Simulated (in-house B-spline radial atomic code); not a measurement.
**Re⁶⁰⁺: starting-point dependence of G0W0 and RPA**

Aim: see how far the highest quasi-particle level and the RPA correlation energy of Re⁶⁰⁺ depend on the orbitals that they are built on.

Method: RPA, second order, AC-SOSEX and G0W0 (contour deformation) on a scalar-relativistic mean field, all electrons; no spin-orbit coupling, Breit or QED terms, no two-electron picture change. Code: an in-house B-spline radial atomic code, version 1.

## (1) What is computed

```
element       : rhenium (Z = 75)
charge        : +60
electrons     : 15
configuration : [Ne] 3s2 3p3
Hamiltonian   : scalar-relativistic (spin-free one-electron X2C), finite nucleus
starts        : Hartree-Fock, PBE, BLYP, CAM-B3LYP, r2SCAN
```

Outer shells as boxes (Hund's rule):

Re60+
```
[Ne] core
3s [↑↓]
3p [↑ ][↑ ][↑ ]
```

## (2) Run with the Hartree-Fock start

Settings of the run:

```ini
Z = 75
electrons = 15.0
configuration = [Ne] 3s2 3p3
hamiltonian = x2c
method = hf
lmax = 9
rms_radius = 5.3698
spin_polarised = True
box_radius = 1.83
intervals = 59
```

The run is started by

```console
$ python run_gw.py task.json out
```

One command runs all members of the session, one after another, from task.json.

Further steps of the session: Run with the PBE start; Run with the BLYP start; Run with the CAM-B3LYP start; Run with the r2SCAN start.

What does the calculation give? Wanted: highest level, mean field; highest level, G0W0; RPA correlation energy; RPA+SOSEX.

The runs gave:

```
                                          quantity                                                               value
   highest level, mean field (range over the runs)                                             -6443.36 to -6380.15 eV
         highest level, G0W0 (range over the runs)                                             -6444.70 to -6444.56 eV
                            RPA correlation energy                                            -1.388 to -1.303 hartree
                                         RPA+SOSEX                                          -0.8737 to -0.8231 hartree
tabulated theoretical ionisation energy (3p shell)  6300.0 ± 10 eV (NIST Atomic Spectra Database, ionization energies)
               G0W0 removal energy less that value                                                             +145 eV
```

**Reading.** Across the starts the mean-field level varies by 63.2 eV and the G0W0 level by 0.14 eV (0.22 % as much). On the semilocal starts the correction is downwards, 58 to 64 eV, since their self-interaction lifts occupied levels. RPA gives the most correlation on BLYP and the least on Hartree-Fock (6.2 % apart); over the runs it loosely follows the gap of the start, as smaller excitation energies give more correlation. All runs miss the tabulated theoretical ionisation energy, 6300.0 ± 10 eV, by about +145 eV (+2.3 %), far more than they differ among themselves. Spin-orbit coupling is left out: in so heavy and highly charged an ion the half-filled shell is really jj-coupled, so the high-spin state computed here is a model and the comparison is rough. Read as a removal energy, the bare PBE level is off by +80.1 eV (+1.3 %), nearer than G0W0, but by cancellation: self-interaction lowers its value while this Hamiltonian leaves the G0W0 value too high. Spin-orbit coupling, which splits the 3p shell strongly in so heavy an element, is left out.
